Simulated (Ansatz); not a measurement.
# CH3Ti: the cost of one run

The runs use Ansatz 0.2.0, Gaussian basis; the settings change from run to run.

26 further runs of the same task are left out: 9 that didn't finish, 17 set aside as unsound or not needed. Runs told in other sessions of the task aren't counted.

## 1. The geometry

The geometry is a PBE0/def2-TZVP stationary point (not a proven minimum) of the parent state, kept for this charge and spin.

5 atoms, charge 0, spin multiplicity 4.

Atoms are counted from 1 here; the program's logs count them from 0.

Bond lengths: Ti1–C2 2.062 Å, C2–H3 1.097 Å, C2–H4 1.096 Å, C2–H5 1.097 Å. Angles: Ti1–C2–H3 109.2°, Ti1–C2–H4 110.8°, Ti1–C2–H5 109.2°, H3–C2–H4 109.3°, H3–C2–H5 109.0°, H4–C2–H5 109.3°.

## 2. CISD/6-31G*

File in.yaml:

```yaml
crystal:
  periodic: [false, false, false]
  atoms:
    - {symbol: Ti, position_ang: [0.000000, 0.000119, 0.510737]}
    - {symbol: C, position_ang: [0.000001, 0.001372, -1.551684]}
    - {symbol: H, position_ang: [-0.893080, -0.523764, -1.912121]}
    - {symbol: H, position_ang: [0.000017, 1.025571, -1.940604]}
    - {symbol: H, position_ang: [0.893066, -0.523791, -1.912120]}
basis:
  gaussian: {orbitals: "6-31G*"}
magnetization: {spin_polarized: false, initial_magnetization: 3}
correlation: {active_space: {ras: {orbitals: [4, 3, 40], electrons: 11, max_holes: 2, max_particles: 2}, fixed_orbitals: true}}
output: {forces: true}
```

The run is started by

```sh
$ ansatz run in.yaml --threads 1 --pin off --events-out ev --progress --plain --max-ram 2393MiB
```

**Question.** How long does this run take on 1 thread of Arm Neoverse V2, shared host, and how much memory does it need?

About 34 s, with a peak of 0.27 GiB.
